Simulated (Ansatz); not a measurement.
**Co2S: one candidate structure**

Aim: relax Co2S from this start, AlB2 type (P6/mmm, No. 191), and see where it ends.

Computed with Ansatz 0.2.0 (DFT PBE, scalar-relativistic, plane waves, PAW, unless a step's input says otherwise).

### 1 Starting point

It takes space group P6/mmm (No. 191, hexagonal). Conventional cell: a = 3.454 Å, b = 3.454 Å, c = 3.730 Å, α = 90.00°, β = 90.00°, γ = 120.00°. Co (site symmetry -6m2) has 3 Co at 1.99 Å and 6 S at 2.73 Å as nearest neighbours. Around S (site symmetry 6/mmm) lie 12 Co at 2.73 Å.

As a file:

```cif
data_structure
_symmetry_space_group_name_H-M 'P 1'
_symmetry_Int_Tables_number 1
_cell_length_a 3.4543
_cell_length_b 3.4543
_cell_length_c 3.7298
_cell_angle_alpha 90.000
_cell_angle_beta 90.000
_cell_angle_gamma 120.000
_cell_volume 38.54
loop_
_atom_site_label
_atom_site_type_symbol
_atom_site_fract_x
_atom_site_fract_y
_atom_site_fract_z
_atom_site_occupancy
Co1 Co 0.33333 0.66667 0.50000 1
Co2 Co 0.66667 0.33333 0.50000 1
S1 S 0.00000 0.00000 0.00000 1
```

(A quick probe on a coarse mesh, which set the mesh and smearing, is not shown.)

### 3 Rough relaxation on the coarse mesh

The input, input.yaml:

```yaml
crystal:
  lattice:
    - [3.4543342999, 0.0, 0.0]
    - [-1.72716715, 2.9915412569, 0.0]
    - [0.0, 0.0, 3.7297629484]
  atoms:
    - { symbol: Co, position: [0.3333333333, 0.6666666667, 0.5], spin: 1.48 }
    - { symbol: Co, position: [0.6666666667, 0.3333333333, 0.5], spin: 1.48 }
    - { symbol: S, position: [0.0, 0.0, 0.0], spin: 0.2 }
basis:
  ecutwfc: 420
kpoints:
  mp_grid: { grid: [6, 6, 6] }
hamiltonian:
  xc: pbe
scf:
  occupations: { method: gaussian, width: 0.1 }
  lower_state_search: "off"
output:
  forces: true
  stress: true
  eigenvalues: true
  populations: true
magnetization:
  spin_polarized: true
relax:
  adjacent_minimum: "off"
  f_tol: 0.04
  max_steps: 70
  cell: { stress_tol: 0.4 }
```

Started as:

```
$ ansatz run input.yaml --threads 1 --pin off --max-ram 2560MiB --backend cpu --events-out ev --progress --plain --runs-dir out
```

The session goes on with these runs: full relaxation.

Q: Predict the outcome of this session.

As calculated:

Formation energies count from the elements, computed with the same settings in runs not shown here.

| quantity | value |
| --- | --- |
| cell | a = 3.912 Å, b = 3.912 Å, c = 2.937 Å, α = 90.00°, β = 90.00°, γ = 120.00° |
| space group | P6/mmm (No. 191) |
| volume | 12.98 Å³/atom |
| gap on the mesh | none (metal) |
| formation energy from the elements | +0.580 eV/atom |
| largest moment | 1.81 μB |

What this shows: The space group stayed P6/mmm, and from the first guess the volume went from 12.85 to 12.98 Å³/atom. The formation energy of +0.58 eV/atom is positive, so the elements lie lower than this structure; another structure of the compound can lie lower.
